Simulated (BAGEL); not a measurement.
# One shape, several levels: AlNH2ClF (SMILES [NH2][Al]([F])[Cl])

We compute a comparison of 3 runs (HF/STO-3G, HF/6-31G*, HF/aug-cc-pVDZ) of AlNH2ClF. 

The calculation is run with BAGEL 1.2.2.

30 further runs of the same task are left out: 30 set aside as unsound or not needed.

## Step 1: The structure to begin with

AlNH2ClF: 6 atoms, total charge 0, spin state singlet. SMILES: `[NH2][Al]([F])[Cl]`. The N1–H5 distance was set to 1.510 Å, away from the relaxed value. At this shape a bond of the SMILES string is far longer than usual.

Bond lengths: N1–Al2 1.746 Å, Al2–F3 1.641 Å, Al2–Cl4 2.079 Å, N1–H6 1.006 Å. Angles: N1–Al2–F3 119.8°, N1–Al2–Cl4 121.2°, F3–Al2–Cl4 119.0°, Al2–N1–H6 124.3°. A long bond or contact: N1–H5 1.510 Å.

## Step 2: A single-point energy at HF/STO-3G (density fitting with qzvpp-jkfit) (run 1)

Input file calc.json:

```json
{ "bagel" : [

{
  "title" : "molecule",
  "basis" : "sto-3g",
  "df_basis" : "qzvpp-jkfit",
  "angstrom" : true,
  "geometry" : [
    { "atom" : "N", "xyz" : [      -0.291616,       0.643119,      -0.351130 ] },
    { "atom" : "Al", "xyz" : [      -0.026816,      -1.078581,      -0.233030 ] },
    { "atom" : "F", "xyz" : [       0.862484,      -1.684981,       1.005770 ] },
    { "atom" : "Cl", "xyz" : [      -0.820416,      -2.388881,      -1.638930 ] },
    { "atom" : "H", "xyz" : [       0.246300,       1.661500,       0.624800 ] },
    { "atom" : "H", "xyz" : [      -0.824416,       1.086519,      -1.080230 ] }
  ]
},

{ "title" : "hf" },

{ "title" : "print", "file" : "orbitals.molden", "orbitals" : true }

]}
```

Run with:

```
$ BAGEL_NUM_THREADS=1 BAGEL calc.json > calc.out
```

Log:

```text
* using 1 threads per process

  ===============================================================
  ===============================================================

  *** Geometry ***

  { "atom" : "N", "xyz" : [     -0.551074,      1.215319,     -0.663540 ] },
  { "atom" : "Al", "xyz" : [     -0.050675,     -2.038223,     -0.440363 ] },
  { "atom" : "F", "xyz" : [      1.629859,     -3.184153,      1.900630 ] },
  { "atom" : "Cl", "xyz" : [     -1.550362,     -4.514331,     -3.097129 ] },
  { "atom" : "H", "xyz" : [      0.465440,      3.139780,      1.180701 ] },
  { "atom" : "H", "xyz" : [     -1.557920,      2.053223,     -2.041339 ] },

  Number of auxiliary basis functions:      446

  Since a DF basis is specified, we compute 2- and 3-index integrals:
    o Being stored without compression. Storage requirement is 0.003 GB

  Number of basis functions:       30
  Number of electrons      :       48

    * METHOD: MOLECULE                             0.11

  *** RHF ***

  === Nuclear Repulsion ===
   195.6451057054

      * DIIS with orbital gradients will be used.

  === RHF iteration (sto-3g) ===
      0       -846.48139221          0.01761834           0.01
      1       -846.57852920          0.00490168           0.01
      2       -846.58530254          0.00111430           0.01
      3       -846.58575324          0.00029662           0.01
      4       -846.58580002          0.00006564           0.02
      5       -846.58580299          0.00001470           0.02
      6       -846.58580314          0.00000276           0.01
      7       -846.58580315          0.00000050           0.01
      8       -846.58580315          0.00000014           0.01
      9       -846.58580315          0.00000005           0.01
     10       -846.58580315          0.00000002           0.01
     11       -846.58580315          0.00000001           0.01
    * SCF iteration converged.

    * Permanent dipole moment:
           (   -0.184676,    -0.985756,    -0.437661) a.u.

    * METHOD: HF                                   0.22

    * METHOD: PRINT                                0.00

  ===============================================================
```

Wall time 0.7 s (1 thread of Intel Xeon 6975P-C (Granite Rapids), shared host); peak memory 0.08 GiB.

## Step 3: A single-point energy at HF/6-31G(d) (density fitting with qzvpp-jkfit, spherical functions) (run 2)

Input file hf.json:

```json
{ "bagel": [

{
  "title": "molecule",
  "basis": "6-31gs.json",
  "df_basis": "qzvpp-jkfit",
  "angstrom": true,
  "geometry": [
    { "atom": "N", "xyz": [   -0.291616,    0.643119,   -0.351130 ] },
    { "atom": "Al", "xyz": [   -0.026816,   -1.078581,   -0.233030 ] },
    { "atom": "F", "xyz": [    0.862484,   -1.684981,    1.005770 ] },
    { "atom": "Cl", "xyz": [   -0.820416,   -2.388881,   -1.638930 ] },
    { "atom": "H", "xyz": [    0.246300,    1.661500,    0.624800 ] },
    { "atom": "H", "xyz": [   -0.824416,    1.086519,   -1.080230 ] }
  ]
},
{ "title": "hf" },
{ "title": "print", "file": "orbitals.molden", "orbitals": true }

]}
```

The basis set 6-31G* is read from a file made from the Basis Set Exchange's data (not shown).

Run with:

```
$ BAGEL_NUM_THREADS=1 BAGEL hf.json > hf.out
```

Log:

```text
* using 1 threads per process

  ===============================================================
  ===============================================================

  *** Geometry ***

  { "atom" : "N", "xyz" : [     -0.551074,      1.215319,     -0.663540 ] },
  { "atom" : "Al", "xyz" : [     -0.050675,     -2.038223,     -0.440363 ] },
  { "atom" : "F", "xyz" : [      1.629859,     -3.184153,      1.900630 ] },
  { "atom" : "Cl", "xyz" : [     -1.550362,     -4.514331,     -3.097129 ] },
  { "atom" : "H", "xyz" : [      0.465440,      3.139780,      1.180701 ] },
  { "atom" : "H", "xyz" : [     -1.557920,      2.053223,     -2.041339 ] },

  Number of auxiliary basis functions:      446

  Since a DF basis is specified, we compute 2- and 3-index integrals:
    o Being stored without compression. Storage requirement is 0.016 GB

  Number of basis functions:       68
  Number of electrons      :       48

    * METHOD: MOLECULE                             0.16

  *** RHF ***

  === Nuclear Repulsion ===
   195.6451057054

      * DIIS with orbital gradients will be used.

  === RHF iteration (6-31gs.json) ===
      0       -856.23364131          0.02784479           0.04
      1       -856.40485602          0.01897495           0.04
      2       -856.52437692          0.00151451           0.03
      3       -856.52575942          0.00059437           0.03
      4       -856.52593071          0.00015223           0.03
      5       -856.52594591          0.00004319           0.04
      6       -856.52594757          0.00001412           0.04
      7       -856.52594776          0.00000247           0.04
      8       -856.52594777          0.00000080           0.04
      9       -856.52594777          0.00000036           0.04
     10       -856.52594777          0.00000015           0.04
     11       -856.52594777          0.00000004           0.04
     12       -856.52594777          0.00000002           0.03
     13       -856.52594777          0.00000000           0.04
    * SCF iteration converged.

    * Permanent dipole moment:
           (    0.123227,    -1.117077,     0.003659) a.u.

    * METHOD: HF                                   0.61

    * METHOD: PRINT                                0.01

  ===============================================================
```

It took 1.2 s on 1 thread of Intel Xeon 6975P-C (Granite Rapids), shared host; peak memory 0.092 GiB.

## Step 4: A single-point energy at HF/aug-cc-pVDZ (density fitting with qzvpp-jkfit) (run 3)

Input file input.json:

```json
{ "bagel": [

{
  "title": "molecule",
  "basis": "aug-cc-pvdz.json",
  "df_basis": "qzvpp-jkfit",
  "angstrom": true,
  "geometry": [
    { "atom": "N", "xyz": [   -0.291616,    0.643119,   -0.351130 ] },
    { "atom": "Al", "xyz": [   -0.026816,   -1.078581,   -0.233030 ] },
    { "atom": "F", "xyz": [    0.862484,   -1.684981,    1.005770 ] },
    { "atom": "Cl", "xyz": [   -0.820416,   -2.388881,   -1.638930 ] },
    { "atom": "H", "xyz": [    0.246300,    1.661500,    0.624800 ] },
    { "atom": "H", "xyz": [   -0.824416,    1.086519,   -1.080230 ] }
  ]
},
{ "title": "hf" },
{ "title": "print", "file": "orbitals.molden", "orbitals": true }

]}
```

The basis set aug-cc-pVDZ is read from a file made from the Basis Set Exchange's data (not shown).

Run with:

```
$ BAGEL_NUM_THREADS=1 BAGEL input.json > input.out
```

Log:

```text
* using 1 threads per process

  ===============================================================
  ===============================================================

  *** Geometry ***

  { "atom" : "N", "xyz" : [     -0.551074,      1.215319,     -0.663540 ] },
  { "atom" : "Al", "xyz" : [     -0.050675,     -2.038223,     -0.440363 ] },
  { "atom" : "F", "xyz" : [      1.629859,     -3.184153,      1.900630 ] },
  { "atom" : "Cl", "xyz" : [     -1.550362,     -4.514331,     -3.097129 ] },
  { "atom" : "H", "xyz" : [      0.465440,      3.139780,      1.180701 ] },
  { "atom" : "H", "xyz" : [     -1.557920,      2.053223,     -2.041339 ] },

  Number of auxiliary basis functions:      446

  Since a DF basis is specified, we compute 2- and 3-index integrals:
    o Being stored without compression. Storage requirement is 0.050 GB

  Number of basis functions:      118
  Number of electrons      :       48

    * METHOD: MOLECULE                             0.18

  *** RHF ***

  === Nuclear Repulsion ===
   195.6451057054

      * DIIS with orbital gradients will be used.

  === RHF iteration (aug-cc-pvdz.json) ===
      0       -856.00129076          0.02343619           0.08
      1       -856.26726262          0.02287143           0.07
      2       -856.58870053          0.00241554           0.07
      3       -856.59363142          0.00072811           0.09
      4       -856.59421589          0.00029084           0.09
      5       -856.59429701          0.00007079           0.09
      6       -856.59430446          0.00002650           0.11
      7       -856.59430541          0.00000977           0.09
      8       -856.59430554          0.00000373           0.10
      9       -856.59430555          0.00000139           0.09
     10       -856.59430555          0.00000052           0.08
     11       -856.59430555          0.00000023           0.07
     12       -856.59430555          0.00000008           0.07
     13       -856.59430555          0.00000003           0.08
     14       -856.59430555          0.00000001           0.09
     15       -856.59430555          0.00000001           0.09
    * SCF iteration converged.

    * Permanent dipole moment:
           (    0.151968,    -1.009540,     0.064356) a.u.

    * METHOD: HF                                   1.54

    * METHOD: PRINT                                0.01

  ===============================================================
```

It took 2.1 s on 1 thread of Intel Xeon 6975P-C (Granite Rapids), shared host; peak memory 0.15 GiB.

## Step 5: The series

```tsv
run	level	energy (Eh)	dipole moment (D)	HOMO energy (eV)	LUMO energy (eV)	wall time
1	HF/STO-3G (density fitting with qzvpp-jkfit)	-846.585803	2.78	-8.52	7.41	0.7 s
2	HF/6-31G* (density fitting with qzvpp-jkfit, spherical functions)	-856.525948	2.86	-11.39	1.90	1.2 s
3	HF/aug-cc-pVDZ (density fitting with qzvpp-jkfit)	-856.594306	2.60	-11.46	0.48	2.1 s
```

## Step 6: What came out

| quantity | value |
| --- | --- |
| run 3: total energy | -856.59431 Eh |
| run 3: dipole moment | 2.60 D |
| run 3: HOMO energy | -11.46 eV |
| run 3: LUMO energy | 0.48 eV |
| run 3: HOMO–LUMO gap | 11.94 eV |

What this shows: The dipole moment (its size) runs from 2.60 D (HF/aug-cc-pVDZ) to 2.86 D (HF/6-31G*). The HOMO–LUMO gap runs from 11.94 eV (HF/aug-cc-pVDZ) to 15.93 eV (HF/STO-3G). In run 1 the basis is minimal, so the values are rough. All runs together took 4 s, the longest 2.1 s.
